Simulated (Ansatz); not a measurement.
**GaHCl2: energies and forces away from the minimum, part 1 of 2**

How good are functionals off equilibrium? 4 randomly displaced structures are computed with CCSD(T) and cheaper methods.

The runs use Ansatz 0.2.0, Gaussian basis; single points with forces in def2-TZVPP.

Levels: PBE-D4, r2SCAN-D4, PBE0-D4, wB97M-V, Hartree-Fock, MP2, CCSD, CCSD(T). Each coordinate is moved by a Gaussian draw of the width named (0.7 of it for atoms other than hydrogen): 0.06, 0.04, 0.06, 0.02 Å.

Cores are frozen in the correlated methods. Filled d shells of the heavier atoms are correlated.

32 further runs of the same task are left out: 32 set aside as unsound or not needed.

### 1 The system as given

The minimum, relaxed at PBE0-D4: SMILES `[Cl][GaH][Cl]`, 4 atoms, charge 0, spin multiplicity 1.

Atoms are counted from 1 here; the program's logs count them from 0.

Bond lengths: Cl1–Ga2 2.128 Å, Ga2–Cl3 2.128 Å, Ga2–H4 1.545 Å. Angles: Cl1–Ga2–Cl3 115.1°, Cl1–Ga2–H4 122.4°, Cl3–Ga2–H4 122.4°.

Geometry (Å):

```xyz
4
Cl2GaH
Cl   -1.9411   -0.0992   -0.5634
Ga    0.1043    0.1439   -0.0294
Cl    1.0310   -1.5799    0.8058
H     0.8613    1.4749   -0.2333
```

Energies of the minimum (eV), from earlier single points: PBE-D4 -77425.15866, r2SCAN-D4 -77441.44912, PBE0-D4 -77428.28968, B3LYP-D4 -77445.66149, wB97M-V -77439.24881, CCSD(T) -77379.00282.

### 2 Structure 1, width 0.06 Å

pbe-tzvpp/in.yaml

```yaml
crystal:
  periodic: [false, false, false]
  atoms:
    - {symbol: Cl, position_ang: [-1.901102, -0.082872, -0.541524]}
    - {symbol: Ga, position_ang: [0.130460, 0.090901, 0.018756]}
    - {symbol: Cl, position_ang: [1.111024, -1.626643, 0.799726]}
    - {symbol: H, position_ang: [0.842617, 1.490248, -0.181469]}
basis:
  gaussian: {orbitals: def2-TZVPP}
hamiltonian: {xc: pbe, dispersion: d4}
output: {forces: true}
```

r2scan-tzvpp/in.yaml differs from pbe-tzvpp/in.yaml so:

```diff
-hamiltonian: {xc: pbe, dispersion: d4}
+hamiltonian: {xc: r2scan, dispersion: d4}
```

pbe0-tzvpp/in.yaml:

```diff
-hamiltonian: {xc: pbe, dispersion: d4}
-output: {forces: true}
+hamiltonian: {xc: pbe0, dispersion: d4}
+output: {forces: true, orbitals: {seedname: orbitals}}
```

wb97mv-tzvpp/in.yaml:

```diff
-hamiltonian: {xc: pbe, dispersion: d4}
+hamiltonian: {xc: {name: wB97M-V}}
```

ccsdt-tzvpp/in.yaml:

```diff
-hamiltonian: {xc: pbe, dispersion: d4}
+correlation: {method: ccsd_t}
```

Each run has its own folder and the same command.

On the command line:

```console
$ ansatz run in.yaml --threads 2 --pin off --events-out ev --progress --plain --max-ram 4352MiB
```

Output in pbe-tzvpp:

```text
Functional definition: PBE
  name "PBE"
  cite "Perdew, Burke & Ernzerhof, Phys. Rev. Lett. 77, 3865 (1996) doi:10.1103/PhysRevLett.77.3865"
  parent pbe
  parameter kappa = 0.804
  parameter beta = 0.06672455060314922
  exchange = pbe_x(kappa = kappa, mu = beta*pi^2/3)
  correlation = pbe_c(beta = beta)
1015 factors; their error is unknown
mean field evaluation 1: about -77423.0207 eV, gradient 3.9e1 eV
mean field evaluation 2: about -77419.8326 eV, gradient 6.7e1 eV
mean field evaluation 4: about -77425.0527 eV, gradient 2.0e0 eV
mean field evaluation 8: about -77425.0381 eV, gradient 2.9e-2 eV
mean field evaluation 16: about -77425.0381 eV, gradient 3.1e-6 eV
mean field -77425.03814691 eV, -2845.3176713232 hartree, gradient 3.1e-6 eV, S^2 0.000000; 0 other end points of the search recorded, 0 dependent functions left out
the calculation of the forces begins
reference -77425.03818230 eV, -2845.3176726236 hartree; 33, 33 occupied and 113, 113 virtual orbitals, 1015 factors
Total energy: -77425.13927368 eV, -2845.3213876634 hartree
Atom 0 at    -1.901102    -0.082872    -0.541524 Å, force    -0.511570    -0.145615    -0.104715 eV/Å
Atom 1 at     0.130460     0.090901     0.018756 Å, force     0.522430     0.747768    -0.083805 eV/Å
Atom 2 at     1.111024    -1.626643     0.799726 Å, force     0.085275    -0.220156     0.094923 eV/Å
Atom 3 at     0.842617     1.490248    -0.181469 Å, force    -0.096135    -0.381998     0.093597 eV/Å
Dipole moment:     0.145182     0.240049    -0.021707 e Å
```

Log of r2scan-tzvpp, shortened:

```text
Functional definition: r2SCAN
  name "r2SCAN"
  cite "Furness, Kaplan, Ning, Perdew & Sun, J. Phys. Chem. Lett. 11, 8208 (2020) doi:10.1021/acs.jpclett.0c02405"
  cite "Furness, Kaplan, Ning, Perdew & Sun, J. Phys. Chem. Lett. 11, 9248 (2020) doi:10.1021/acs.jpclett.0c03077"
  parent r2scan
[...]
1015 factors; their error is unknown
[...]
mean field -77441.40289674 eV, -2845.9190647869 hartree, gradient 1.2e-5 eV, S^2 0.000000; 0 other end points of the search recorded, 0 dependent functions left out
[...]
reference -77441.40290656 eV, -2845.9190651480 hartree; 33, 33 occupied and 113, 113 virtual orbitals, 1015 factors
Total energy: -77441.42446251 eV, -2845.9198573144 hartree
Atom 0 at    -1.901102    -0.082872    -0.541524 Å, force    -0.218164    -0.131302    -0.020326 eV/Å
Atom 1 at     0.130460     0.090901     0.018756 Å, force     0.475977     0.692857    -0.086029 eV/Å
Atom 2 at     1.111024    -1.626643     0.799726 Å, force    -0.063201     0.027187    -0.019353 eV/Å
Atom 3 at     0.842617     1.490248    -0.181469 Å, force    -0.194613    -0.588743     0.125708 eV/Å
Dipole moment:     0.153534     0.253675    -0.022790 e Å
```

Output in pbe0-tzvpp, shortened:

```text
Functional definition: PBE0
  name "PBE0"
  cite "Adamo & Barone, J. Chem. Phys. 110, 6158 (1999) doi:10.1063/1.478522"
[... 2 set-up lines as earlier in the session ...]
[...]
1122 factors; their error is unknown
[...]
mean field -77428.18195763 eV, -2845.4332042363 hartree, gradient 2.1e-5 eV, S^2 0.000000; 0 other end points of the search recorded, 0 dependent functions left out
[...]
reference -77428.18198434 eV, -2845.4332052179 hartree; 33, 33 occupied and 113, 113 virtual orbitals, 1122 factors
Total energy: -77428.26847871 eV, -2845.4363838273 hartree
Atom 0 at    -1.901102    -0.082872    -0.541524 Å, force    -0.243607    -0.130373    -0.028122 eV/Å
Atom 1 at     0.130460     0.090901     0.018756 Å, force     0.449912     0.635262    -0.076959 eV/Å
Atom 2 at     1.111024    -1.626643     0.799726 Å, force    -0.049412     0.008757    -0.009881 eV/Å
Atom 3 at     0.842617     1.490248    -0.181469 Å, force    -0.156893    -0.513646     0.114962 eV/Å
Dipole moment:     0.157070     0.259132    -0.023080 e Å
```

Output in wb97mv-tzvpp:

```text
Functional definition: wB97M-V
  name "wB97M-V"
  cite "Mardirossian & Head-Gordon, J. Chem. Phys. 144, 214110 (2016) doi:10.1063/1.4952647"
  cite "Becke, J. Chem. Phys. 107, 8554 (1997) doi:10.1063/1.475007"
  cite "Vydrov & Van Voorhis, J. Chem. Phys. 133, 244103 (2010) doi:10.1063/1.3521275"
  # Of w^i u^j: cxij and so on, Table III.
  parameter omega = 0.3/bohr
  parameter cx = 0.15
  parameter cx01 = 1.007
  parameter cx10 = 0.259
  parameter css00 = 0.443
  parameter css04 = -1.437
  parameter css10 = -4.535
  parameter css20 = -3.390
  parameter css43 = 4.278
  parameter cos00 = 1.000
  parameter cos10 = 1.358
  parameter cos20 = 2.924
  parameter cos21 = -8.812
  parameter cos60 = -1.390
  parameter cos61 = 9.142
  parameter b = 6.0
  parameter c = 0.01
  gx(w, u) = 1 - cx + cx01*u + cx10*w
  gss(w, u) = css00 + css04*u^4 + css10*w + css20*w^2 + css43*w^4*u^3
  gos(w, u) = cos00 + cos10*w + (cos20 + cos21*u)*w^2 + (cos60 + cos61*u)*w^6
  exchange = spin_sum(e_x_unif_sr(omega)*gx(b97_w, b97_u_x)) + cx*exact_x_sr(omega) + exact_x_lr(omega)
  correlation = spin_sum(e_c_pw_mod_same_spin*gss(b97_w, b97_u_same))
      + integral(e_c_pw_mod_opposite_spin*gos(b97_w_opposite, b97_u_opposite)) + vv10(b, c)
1082 factors; their error is unknown
182 factors; integrals over basis functions are off by at most 3.3e-5 eV
mean field evaluation 1: about -77437.7160 eV, gradient 2.7e1 eV
mean field evaluation 2: about -77438.0680 eV, gradient 3.0e1 eV
mean field evaluation 4: about -77439.0785 eV, gradient 9.0e-1 eV
mean field evaluation 8: about -77439.2218 eV, gradient 1.7e-2 eV
mean field -77439.22183768 eV, -2845.8389123450 hartree, gradient 5.8e-5 eV, S^2 0.000000; 0 other end points of the search recorded, 0 dependent functions left out
the calculation of the forces begins
reference -77439.22187780 eV, -2845.8389138192 hartree; 33, 33 occupied and 113, 113 virtual orbitals, 1082 factors
Total energy: -77439.22187780 eV, -2845.8389138192 hartree
Atom 0 at    -1.901102    -0.082872    -0.541524 Å, force    -0.256925    -0.138070    -0.029802 eV/Å
Atom 1 at     0.130460     0.090901     0.018756 Å, force     0.518622     0.763636    -0.094526 eV/Å
Atom 2 at     1.111024    -1.626643     0.799726 Å, force    -0.050095    -0.001549    -0.007038 eV/Å
Atom 3 at     0.842617     1.490248    -0.181469 Å, force    -0.211602    -0.624016     0.131366 eV/Å
Dipole moment:     0.157244     0.258762    -0.022788 e Å
```

Output in ccsdt-tzvpp, shortened:

```text
Functional definition: HF
  name "HF"
  cite "Fock, Z. Phys. 61, 126 (1930) doi:10.1007/BF01340294"
[... 1 set-up line as earlier in the session ...]
[...]
895 factors; integrals over basis functions are off by at most 9.2e-4 eV
[...]
mean field -77361.26022340 eV, -2842.9738758643 hartree, gradient 2.8e-6 eV, S^2 0.000000; 0 other end points of the search recorded, 0 dependent functions left out
19 core orbitals not correlated: weight in the atoms' cores, before any rotation towards them, 1.000 or more for the frozen orbitals, at most 0.000 for the correlated occupied ones
reference -77361.26022340 eV, -2842.9738758643 hartree; 14, 14 occupied and 113, 113 virtual orbitals, 895 factors
second order -16.18040372 eV of doubles, -0.00000000 eV of singles
cycle   1  -16.47879493 eV  change   -3.0e-1 eV  update   9.2e-2
[...]
cycle  10  -16.99998775 eV  change    8.8e-6 eV  update   3.6e-6
perturbative correction -0.71887773 eV, -0.0264182692 hartree
[...]
working
Total energy: -77378.97908888 eV, -2843.6250321604 hartree
Atom 0 at    -1.901102    -0.082872    -0.541524 Å, force    -0.322917    -0.129091    -0.052040 eV/Å
Atom 1 at     0.130460     0.090901     0.018756 Å, force     0.513692     0.745744    -0.090629 eV/Å
Atom 2 at     1.111024    -1.626643     0.799726 Å, force    -0.007056    -0.044551     0.018160 eV/Å
Atom 3 at     0.842617     1.490248    -0.181469 Å, force    -0.183719    -0.572102     0.124509 eV/Å
Dipole moment:     0.151326     0.246130    -0.020744 e Å
```

They took 1.6 s (pbe-tzvpp), 3.9 s (r2scan-tzvpp), 2.9 s (pbe0-tzvpp), 8 s (wb97mv-tzvpp), 1.9 min (ccsdt-tzvpp) on 2 threads of Arm Neoverse V2, shared host; peak memory 1.3 GiB.

```csv
method,RMS force component (eV/Å),RMS error against CCSD(T) (eV/Å),angle to CCSD(T) forces (°),dipole (D)
PBE-D4,0.337,0.104,17.8,1.35
r2SCAN-D4,0.314,0.047,7.6,1.43
PBE0-D4,0.288,0.052,4.9,1.46
wB97M-V,0.342,0.033,5.4,1.46
CCSD(T),0.333,reference,reference,1.39
```

### 3 Structure 2, width 0.04 Å

pbe-tzvpp/in.yaml

```yaml
crystal:
  periodic: [false, false, false]
  atoms:
    - {symbol: Cl, position_ang: [-1.945253, -0.142537, -0.571247]}
    - {symbol: Ga, position_ang: [0.081203, 0.165745, -0.026768]}
    - {symbol: Cl, position_ang: [1.033606, -1.552572, 0.816379]}
    - {symbol: H, position_ang: [0.842013, 1.459835, -0.255222]}
basis:
  gaussian: {orbitals: def2-TZVPP}
hamiltonian: {xc: pbe, dispersion: d4}
output: {forces: true}
```

r2scan-tzvpp/in.yaml differs from pbe-tzvpp/in.yaml so:

```diff
-hamiltonian: {xc: pbe, dispersion: d4}
+hamiltonian: {xc: r2scan, dispersion: d4}
```

pbe0-tzvpp/in.yaml:

```diff
-hamiltonian: {xc: pbe, dispersion: d4}
-output: {forces: true}
+hamiltonian: {xc: pbe0, dispersion: d4}
+output: {forces: true, orbitals: {seedname: orbitals}}
```

wb97mv-tzvpp/in.yaml:

```diff
-hamiltonian: {xc: pbe, dispersion: d4}
+hamiltonian: {xc: {name: wB97M-V}}
```

ccsdt-tzvpp/in.yaml:

```diff
-hamiltonian: {xc: pbe, dispersion: d4}
+correlation: {method: ccsd_t}
```

One command serves all of them, each in its own folder.

On the command line:

```console
$ ansatz run in.yaml --threads 2 --pin off --events-out ev --progress --plain --max-ram 4352MiB
```

Log of pbe-tzvpp, shortened:

```text
[... 4 set-up lines as earlier in the session ...]
[...]
1015 factors; their error is unknown
[...]
mean field -77425.04624172 eV, -2845.3179688019 hartree, gradient 3.7e-6 eV, S^2 0.000000; 0 other end points of the search recorded, 0 dependent functions left out
[...]
reference -77425.04627712 eV, -2845.3179701028 hartree; 33, 33 occupied and 113, 113 virtual orbitals, 1015 factors
Total energy: -77425.14852593 eV, -2845.3217276773 hartree
Atom 0 at    -1.945253    -0.142537    -0.571247 Å, force    -0.368655    -0.014675    -0.086015 eV/Å
Atom 1 at     0.081203     0.165745    -0.026768 Å, force     0.084657    -0.324336     0.057228 eV/Å
Atom 2 at     1.033606    -1.552572     0.816379 Å, force     0.071818    -0.119196     0.086628 eV/Å
Atom 3 at     0.842013     1.459835    -0.255222 Å, force     0.212181     0.458207    -0.057841 eV/Å
Dipole moment:     0.138662     0.316110    -0.046097 e Å
```

r2scan-tzvpp printed, shortened:

```text
[... 5 set-up lines as earlier in the session ...]
[...]
1015 factors; their error is unknown
[...]
mean field -77441.42244147 eV, -2845.9197830427 hartree, gradient 1.0e-5 eV, S^2 0.000000; 0 other end points of the search recorded, 0 dependent functions left out
[...]
reference -77441.42245127 eV, -2845.9197834027 hartree; 33, 33 occupied and 113, 113 virtual orbitals, 1015 factors
Total energy: -77441.44413483 eV, -2845.9205802590 hartree
Atom 0 at    -1.945253    -0.142537    -0.571247 Å, force    -0.075911     0.027640    -0.005278 eV/Å
Atom 1 at     0.081203     0.165745    -0.026768 Å, force     0.047164    -0.415561     0.059994 eV/Å
Atom 2 at     1.033606    -1.552572     0.816379 Å, force    -0.066986     0.121459    -0.031757 eV/Å
Atom 3 at     0.842013     1.459835    -0.255222 Å, force     0.095734     0.266461    -0.022959 eV/Å
Dipole moment:     0.146926     0.334334    -0.048237 e Å
```

pbe0-tzvpp printed, shortened:

```text
[... 5 set-up lines as earlier in the session ...]
[...]
1122 factors; their error is unknown
[...]
mean field -77428.19449096 eV, -2845.4336648276 hartree, gradient 2.9e-5 eV, S^2 0.000000; 0 other end points of the search recorded, 0 dependent functions left out
[...]
reference -77428.19451761 eV, -2845.4336658069 hartree; 33, 33 occupied and 113, 113 virtual orbitals, 1122 factors
Total energy: -77428.28189864 eV, -2845.4368770004 hartree
Atom 0 at    -1.945253    -0.142537    -0.571247 Å, force    -0.101902     0.026138    -0.012651 eV/Å
Atom 1 at     0.081203     0.165745    -0.026768 Å, force     0.006018    -0.490944     0.073860 eV/Å
Atom 2 at     1.033606    -1.552572     0.816379 Å, force    -0.054834     0.104473    -0.022190 eV/Å
Atom 3 at     0.842013     1.459835    -0.255222 Å, force     0.150718     0.360334    -0.039019 eV/Å
Dipole moment:     0.149826     0.341064    -0.048699 e Å
```

wb97mv-tzvpp printed, shortened:

```text
[... 5 set-up lines as earlier in the session ...]
  # Of w^i u^j: cxij and so on, Table III.
[...]
  gx(w, u) = 1 - cx + cx01*u + cx10*w
  gss(w, u) = css00 + css04*u^4 + css10*w + css20*w^2 + css43*w^4*u^3
  gos(w, u) = cos00 + cos10*w + (cos20 + cos21*u)*w^2 + (cos60 + cos61*u)*w^6
[...]
      + integral(e_c_pw_mod_opposite_spin*gos(b97_w_opposite, b97_u_opposite)) + vv10(b, c)
1082 factors; their error is unknown
182 factors; integrals over basis functions are off by at most 3.5e-5 eV
[...]
mean field -77439.24447277 eV, -2845.8397441690 hartree, gradient 5.5e-5 eV, S^2 0.000000; 0 other end points of the search recorded, 0 dependent functions left out
[...]
reference -77439.24451297 eV, -2845.8397456466 hartree; 33, 33 occupied and 113, 113 virtual orbitals, 1082 factors
Total energy: -77439.24451297 eV, -2845.8397456466 hartree
Atom 0 at    -1.945253    -0.142537    -0.571247 Å, force    -0.115406     0.018379    -0.013996 eV/Å
Atom 1 at     0.081203     0.165745    -0.026768 Å, force     0.083357    -0.365636     0.052104 eV/Å
Atom 2 at     1.033606    -1.552572     0.816379 Å, force    -0.055641     0.092438    -0.018164 eV/Å
Atom 3 at     0.842013     1.459835    -0.255222 Å, force     0.087689     0.254820    -0.019943 eV/Å
Dipole moment:     0.150238     0.343360    -0.048842 e Å
```

ccsdt-tzvpp printed, shortened:

```text
[... 4 set-up lines as earlier in the session ...]
[...]
896 factors; integrals over basis functions are off by at most 8.0e-4 eV
[...]
mean field -77361.26871682 eV, -2842.9741879917 hartree, gradient 2.8e-6 eV, S^2 0.000000; 0 other end points of the search recorded, 0 dependent functions left out
19 core orbitals not correlated: weight in the atoms' cores, before any rotation towards them, 1.000 or more for the frozen orbitals, at most 0.000 for the correlated occupied ones
reference -77361.26871682 eV, -2842.9741879917 hartree; 14, 14 occupied and 113, 113 virtual orbitals, 896 factors
second order -16.19920971 eV of doubles, -0.00000000 eV of singles
cycle   1  -16.49057845 eV  change   -2.9e-1 eV  update   9.2e-2
[...]
cycle  10  -17.00954555 eV  change    8.8e-6 eV  update   3.5e-6
perturbative correction -0.71827358 eV, -0.0263960671 hartree
[...]
working
Total energy: -77378.99653594 eV, -2843.6256733282 hartree
Atom 0 at    -1.945253    -0.142537    -0.571247 Å, force    -0.179875     0.028889    -0.037281 eV/Å
Atom 1 at     0.081203     0.165745    -0.026768 Å, force     0.079778    -0.386245     0.058021 eV/Å
Atom 2 at     1.033606    -1.552572     0.816379 Å, force    -0.013038     0.057032     0.006941 eV/Å
Atom 3 at     0.842013     1.459835    -0.255222 Å, force     0.113136     0.300323    -0.027681 eV/Å
Dipole moment:     0.142965     0.330520    -0.046156 e Å
```

They took 1.6 s (pbe-tzvpp), 3.8 s (r2scan-tzvpp), 2.9 s (pbe0-tzvpp), 8 s (wb97mv-tzvpp), 2 min (ccsdt-tzvpp) on 2 threads of Arm Neoverse V2, shared host; peak memory 1.3 GiB.

```csv
method,RMS force component (eV/Å),RMS error against CCSD(T) (eV/Å),angle to CCSD(T) forces (°),dipole (D)
PBE-D4,0.213,0.102,27.0,1.67
r2SCAN-D4,0.154,0.045,16.3,1.77
PBE0-D4,0.188,0.053,14.4,1.80
wB97M-V,0.142,0.031,10.2,1.82
CCSD(T),0.158,reference,reference,1.74
```

(Continued in part 2 of 2.)
